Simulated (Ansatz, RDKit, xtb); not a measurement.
# [C4H2FO2]−: which of the isomers drawn lies lowest?, part 2 of 2

Which of a sample of isomers of [C4H2FO2]− (charge -1) is the most stable in the gas at 298.15 K, and what are its properties? The sample is small against all isomers, and the most stable one of this formula need not be in it.

xtb, Ansatz and PySCF; isolated molecules. The steps go on from the part before.

### Step 6. Ranking at PBE0-D3(BJ)/def2-SVPD

| label | spin | r2SCAN-D4/def2-SVPD (kcal/mol) | PBE0-D3(BJ)/def2-SVPD, relaxed (kcal/mol) | time |
| --- | --- | --- | --- | --- |
| c712a | singlet | 0.0 | 0.0 | 12 s |
| c331a | singlet | 4.8 | 4.8 | 14 s |
| c757a | singlet | 17.5 | 17.3 | 47 s |

c712a: Bond lengths: C1–C2 1.414 Å, C2–C3 1.413 Å, C3–C4 1.360 Å, C3–F5 1.354 Å, C1–O6 1.236 Å, C1–O7 1.408 Å, C4–O7 1.377 Å, C2–H8 1.086 Å, C4–H9 1.084 Å. Some angles: C1–C2–C3 106.1°, C2–C1–O6 134.5°, C2–C1–O7 106.6°, O6–C1–O7 118.9°, C2–C3–C4 110.2°, C2–C3–F5 125.0°, C4–C3–F5 124.9°, C3–C4–O7 107.6°, C1–O7–C4 109.5°, C1–C2–H8 125.7°.

c331a: Bond lengths: C2–C3 1.368 Å, C1–C4 1.400 Å, C3–C4 1.415 Å, C4–F5 1.363 Å, C1–O6 1.239 Å, C1–O7 1.413 Å, C2–O7 1.366 Å, C2–H8 1.086 Å, C3–H9 1.089 Å. Some angles: C2–C3–C4 105.5°, C3–C2–O7 110.0°, C1–C4–C3 110.7°, C1–C4–F5 124.3°, C3–C4–F5 125.0°, C4–C1–O6 135.8°, C4–C1–O7 103.9°, O6–C1–O7 120.3°, C1–O7–C2 110.0°, C2–C3–H9 126.9°.

c757a: Bond lengths: C1–C2 1.504 Å, C2–C3 1.220 Å, C3–C4 1.442 Å, C4–F5 1.405 Å, C1–O6 1.243 Å, C1–O7 1.245 Å, C4–H8 1.103 Å, C4–H9 1.103 Å. Some angles: C1–C2–C3 179.5°, C2–C1–O6 114.9°, C2–C1–O7 114.0°, O6–C1–O7 131.1°, C2–C3–C4 174.3°, C3–C4–F5 113.6°, C3–C4–H8 111.1°, C3–C4–H9 111.1°, F5–C4–H8 106.2°, F5–C4–H9 106.2°.

### Step 7. Harmonic analysis of the finalists

The lowest few in one piece go on as finalists. In this search the thermal terms come from GFN2-xTB at its own nearest minimum. The first, c712a:

The input, start.xyz:

```xyz
9
c712a
C     -1.905384    -1.595423     0.441530
C     -1.260852    -0.623389     1.240163
C     -0.710933     0.318895     0.341820
C     -0.990740    -0.036213    -0.940407
F     -0.006728     1.417352     0.704532
O     -2.541304    -2.627745     0.679302
O     -1.719941    -1.203568    -0.898468
H     -1.212849    -0.624370     2.324775
H     -0.759608     0.401372    -1.905044
```

Started as:

```console
xtb start.xyz --gfn 2 --ohess tight --chrg -1
```

Log, shortened:

```text
* xtb version 6.7.1
[...]
          :  # basis functions                  30          :
[...]
          :  # electrons                        38          :
[...]
          :  Hamiltonian                  GFN2-xTB          :
[...]
          :  net charge                         -1          :
          :  unpaired electrons                  0          :
[...]
   *** convergence criteria satisfied after 12 iterations ***
[...]
   *** GEOMETRY OPTIMIZATION CONVERGED AFTER 6 ITERATIONS ***
[...]
   *** convergence criteria satisfied after 3 iterations ***
[...]
         ::                     SUMMARY                     ::
         :::::::::::::::::::::::::::::::::::::::::::::::::::::
         :: total energy             -22.665305441197 Eh    ::
         :: gradient norm              0.000383379217 Eh/a0 ::
         :: HOMO-LUMO gap              3.911825705810 eV    ::
         ::.................................................::
         :: SCC energy               -22.863400391897 Eh    ::
         :: -> isotropic ES            0.172739833527 Eh    ::
         :: -> anisotropic ES          0.000580899649 Eh    ::
         :: -> anisotropic XC         -0.004171876002 Eh    ::
         :: -> dispersion             -0.006331145786 Eh    ::
         :: repulsion energy           0.198094950699 Eh    ::
         :: add. restraining           0.000000000000 Eh    ::
         :: total charge              -1.000000000000 e     ::
         :::::::::::::::::::::::::::::::::::::::::::::::::::::
[...]
        19        2.0000           -0.1497892              -4.0760 (HOMO)
        20                         -0.0060323              -0.1641 (LUMO)
[...]
molecular dipole:
                 x           y           z       tot (Debye)
 q only:        3.108       2.221      -0.729
   full:        3.262       2.473      -0.823      10.613
molecular quadrupole (traceless):
[...]
          | TOTAL ENERGY              -22.665305441199 Eh   |
          | TOTAL ENTHALPY            -22.607539399806 Eh   |
          | TOTAL FREE ENERGY         -22.643144630878 Eh   |
          | GRADIENT NORM               0.000383602231 Eh/α |
[...]
```

It took 0.075 s on 4 threads of Arm Neoverse V2, shared host.

### Step 8. Zero-point energy and free-energy terms

As xtb prints them, at 298.15 K, with its own treatment of low modes:

| label | SMILES | spin | lowest mode (cm⁻¹) | zero-point (kcal/mol) | G − E (kcal/mol) |
| --- | --- | --- | --- | --- | --- |
| c712a | [O-]c1cc(F)co1 | singlet | 212 | 32.2 | 13.9 |
| c331a | [O-]c1occc1F | singlet | 228 | 32.2 | 13.8 |
| c757a | O=C([O-])C#CCF | singlet | 35 | 30.8 | 10.2 |

### Step 9. Last filter: a higher level

Single points at CCSD(T)/def2-SVPD + MP2/def2-TZVPPD - MP2/def2-SVPD on the refined geometries decide the order.

c712a, CCSD(T)/def2-SVPD:

The input, input.yaml:

```yaml
crystal:
  periodic: [false, false, false]
  atoms:
    - {symbol: C, position_ang: [-1.905384, -1.595423, 0.441530]}
    - {symbol: C, position_ang: [-1.260852, -0.623389, 1.240163]}
    - {symbol: C, position_ang: [-0.710933, 0.318895, 0.341820]}
    - {symbol: C, position_ang: [-0.990740, -0.036213, -0.940407]}
    - {symbol: F, position_ang: [-0.006728, 1.417352, 0.704532]}
    - {symbol: O, position_ang: [-2.541304, -2.627745, 0.679302]}
    - {symbol: O, position_ang: [-1.719941, -1.203568, -0.898468]}
    - {symbol: H, position_ang: [-1.212849, -0.624370, 2.324775]}
    - {symbol: H, position_ang: [-0.759608, 0.401372, -1.905044]}
basis:
  gaussian: {orbitals: def2-SVPD}
total_charge: -1
correlation: {method: ccsd_t, frozen_orbitals: {O: 1, C: 1, F: 1, H: 0}}
```

Started as:

```console
ansatz run input.yaml --threads 4 --pin off --max-ram 7830MiB --events-out events.jsonl --progress --plain --runs-dir runs
```

Log, shortened:

```text
Warning: RAYON_NUM_THREADS=4 ignored (pool sized by the plan → 4); use --threads N
Functional definition: HF
  name "HF"
[...]
1632 factors; integrals over basis functions are off by at most 1.0e-3 eV
[...]
mean field -10925.06904611 eV, -401.4888821667 hartree, gradient 1.6e-6 eV, S^2 0.000000; 0 other end points of the search recorded, 0 dependent functions left out
7 core orbitals not correlated: weight in the atoms' cores, before any rotation towards them, 1.000 or more for the frozen orbitals, at most 0.000 for the correlated occupied ones
reference -10925.06904611 eV, -401.4888821667 hartree; 19, 19 occupied and 139, 139 virtual orbitals, 1632 factors
second order -30.40781555 eV of doubles, -0.00000000 eV of singles
cycle   1  -29.77722047 eV  change    6.3e-1 eV  update   1.5e-1
[...]
cycle  12  -30.81240152 eV  change   -7.8e-7 eV  update   9.7e-6
perturbative correction -1.26290383 eV, -0.0464108596 hartree
Total energy: -10957.14435146 eV, -402.6676278969 hartree
```

Run time: 44 s. Hardware: 4 threads of Arm Neoverse V2, shared host; peak memory 1.9 GiB.

### Step 10. c712a at MP2/def2-TZVPPD

input.yaml, as its differences from that of step 9:

```diff
@@ -13,4 +13,7 @@
 basis:
-  gaussian: {orbitals: def2-SVPD}
+  gaussian:
+    orbitals: def2-TZVPPD.json
+correlation:
+  method: mp2
+  frozen_orbitals: {O: 1, C: 1, F: 1, H: 0}
 total_charge: -1
-correlation: {method: ccsd_t, frozen_orbitals: {O: 1, C: 1, F: 1, H: 0}}
```

The basis set def2-TZVPPD is read from a file made from the Basis Set Exchange's data (not shown).

Started as:

```console
ansatz run input.yaml --threads 4 --pin off --max-ram 7830MiB --events-out events.jsonl --progress --plain --runs-dir runs
```

Log:

```text
Warning: RAYON_NUM_THREADS=4 ignored (pool sized by the plan → 4); use --threads N
[... 2 set-up lines as earlier in the session ...]
  exchange = exact_x
  correlation = 0
1868 factors; integrals over basis functions are off by at most 9.5e-4 eV
mean field evaluation 1: about -10933.1826 eV, gradient 4.2e1 eV
mean field evaluation 2: about -10933.4632 eV, gradient 4.2e1 eV
mean field evaluation 4: about -10937.3831 eV, gradient 6.0e0 eV
mean field evaluation 8: about -10937.4786 eV, gradient 4.7e-1 eV
mean field -10937.48000703 eV, -401.9449765681 hartree, gradient 2.3e-6 eV, S^2 0.000000; 0 other end points of the search recorded, 0 dependent functions left out
7 core orbitals not correlated: weight in the atoms' cores, before any rotation towards them, 1.000 or more for the frozen orbitals, at most 0.000 for the correlated occupied ones
reference -10937.48000703 eV, -401.9449765681 hartree; 19, 19 occupied and 276, 276 virtual orbitals, 1868 factors
second order -36.81636615 eV of doubles, -0.00000000 eV of singles
Total energy: -10974.29637318 eV, -403.2979530690 hartree
```

Wall time 6.3 s (4 threads of Arm Neoverse V2, shared host); peak memory 1.1 GiB.

### Step 11. c331a at CCSD(T)/def2-SVPD

The input, input.yaml:

```yaml
basis:
  gaussian: {orbitals: def2-SVPD}
crystal:
  periodic: [false, false, false]
  atoms:
    - {symbol: C, position_ang: [-2.449757, -0.872169, 0.046962]}
    - {symbol: C, position_ang: [-0.855398, 0.395801, 1.061248]}
    - {symbol: C, position_ang: [-0.186087, -0.402550, 0.174551]}
    - {symbol: C, position_ang: [-1.180851, -1.188780, -0.453480]}
    - {symbol: F, position_ang: [-0.946272, -2.127115, -1.413777]}
    - {symbol: O, position_ang: [-3.608309, -1.257395, -0.161220]}
    - {symbol: O, position_ang: [-2.194916, 0.135914, 1.003512]}
    - {symbol: H, position_ang: [-0.525229, 1.156284, 1.762432]}
    - {symbol: H, position_ang: [0.887615, -0.422736, -0.004561]}
total_charge: -1
correlation: {method: ccsd_t, frozen_orbitals: {O: 1, C: 1, F: 1, H: 0}}
```

Started as:

```console
ansatz run input.yaml --threads 4 --pin off --max-ram 7830MiB --events-out events.jsonl --progress --plain --runs-dir runs
```

Log, shortened:

```text
Warning: RAYON_NUM_THREADS=4 ignored (pool sized by the plan → 4); use --threads N
[... 2 set-up lines as earlier in the session ...]
[...]
1631 factors; integrals over basis functions are off by at most 1.0e-3 eV
[...]
mean field -10924.75449020 eV, -401.4773224504 hartree, gradient 2.1e-6 eV, S^2 0.000000; 0 other end points of the search recorded, 0 dependent functions left out
7 core orbitals not correlated: weight in the atoms' cores, before any rotation towards them, 1.000 or more for the frozen orbitals, at most 0.000 for the correlated occupied ones
reference -10924.75449020 eV, -401.4773224504 hartree; 19, 19 occupied and 139, 139 virtual orbitals, 1631 factors
second order -30.52133392 eV of doubles, -0.00000000 eV of singles
cycle   1  -29.84720613 eV  change    6.7e-1 eV  update   1.6e-1
[...]
cycle  12  -30.90054842 eV  change    2.8e-6 eV  update   6.3e-6
perturbative correction -1.27934186 eV, -0.0470149461 hartree
Total energy: -10956.93438048 eV, -402.6599116057 hartree
```

It took 41 s on 4 threads of Arm Neoverse V2, shared host; peak memory 1.9 GiB.

### Step 12. The ranking

Energies in kcal/mol from c712a; G adds the thermal terms to the CCSD(T)/def2-SVPD + MP2/def2-TZVPPD - MP2/def2-SVPD energy. The columns left of the relaxed level are at the tight-binding geometries.

| label | SMILES | spin | GFN2-xTB | HF/STO-3G | r2SCAN-D4/def2-SVPD | PBE0-D3(BJ)/def2-SVPD | HF/def2-SVPD | MP2/def2-SVPD | CCSD(T)/def2-SVPD + MP2/def2-TZVPPD - MP2/def2-SVPD | G | share at equilibrium | T1 |
| --- | --- | --- | --- | --- | --- | --- | --- | --- | --- | --- | --- | --- |
| c712a | [O-]c1cc(F)co1 | singlet | 0.0 | 0.0 | 0.0 | 0.0 | 0.0 | 0.0 | 0.0 | 0.0 | 100.0 % | 0.017 |
| c757a | O=C([O-])C#CCF | singlet | 32.7 | 54.4 | 17.5 | 17.3 | 4.1 | 6.5 | 8.7 | 5.0 | < 0.1 % | 0.019 |
| c331a | [O-]c1occc1F | singlet | 4.0 | 6.5 | 4.8 | 4.8 | 7.3 | 4.6 | 5.2 | 5.1 | < 0.1 % | 0.017 |

Lowest found: c712a, `[O-]c1cc(F)co1`, a singlet. Bond lengths: C1–C2 1.414 Å, C2–C3 1.413 Å, C3–C4 1.360 Å, C3–F5 1.354 Å, C1–O6 1.236 Å, C1–O7 1.408 Å, C4–O7 1.377 Å, C2–H8 1.086 Å, C4–H9 1.084 Å. Some angles: C1–C2–C3 106.1°, C2–C1–O6 134.5°, C2–C1–O7 106.6°, O6–C1–O7 118.9°, C2–C3–C4 110.2°, C2–C3–F5 125.0°, C4–C3–F5 124.9°, C3–C4–O7 107.6°, C1–O7–C4 109.5°, C1–C2–H8 125.7°.

```xyz
9

C    -1.9054   -1.5954    0.4415
C    -1.2609   -0.6234    1.2402
C    -0.7109    0.3189    0.3418
C    -0.9907   -0.0362   -0.9404
F    -0.0067    1.4174    0.7045
O    -2.5413   -2.6277    0.6793
O    -1.7199   -1.2036   -0.8985
H    -1.2128   -0.6244    2.3248
H    -0.7596    0.4014   -1.9050
```

### Step 13. Outcome

This closing draws on all 2 parts.

| quantity | value |
| --- | --- |
| lowest structure found | [O-]c1cc(F)co1, singlet |
| next finalist | O=C([O-])C#CCF, singlet, 5.0 kcal/mol higher in G |
| share at equilibrium, among the finalists | 100.0 % |
| funnel | 4 starts, 4 minima at GFN2-xTB, 7 screening runs, 3 relaxed, 3 ranked |
| CPU time of all runs | 15 min |

The lowest structure found is `[O-]c1cc(F)co1`. Among the finalists first place is clear (5.0 kcal/mol); structures outside the list aren't covered. GFN2-xTB, HF/STO-3G, r2SCAN-D4/def2-SVPD, PBE0-D3(BJ)/def2-SVPD, HF/def2-SVPD and MP2/def2-SVPD already put its bonding pattern lowest among the structures in one piece. The largest share of the time went into the final energies (62 %). The search is not exhaustive (a finite list of starts, one conformer a finalist), so a lower isomer can't be ruled out. Only 4 drawn patterns were tried, so whole families of isomers are missing, and the result ranks this sample alone.
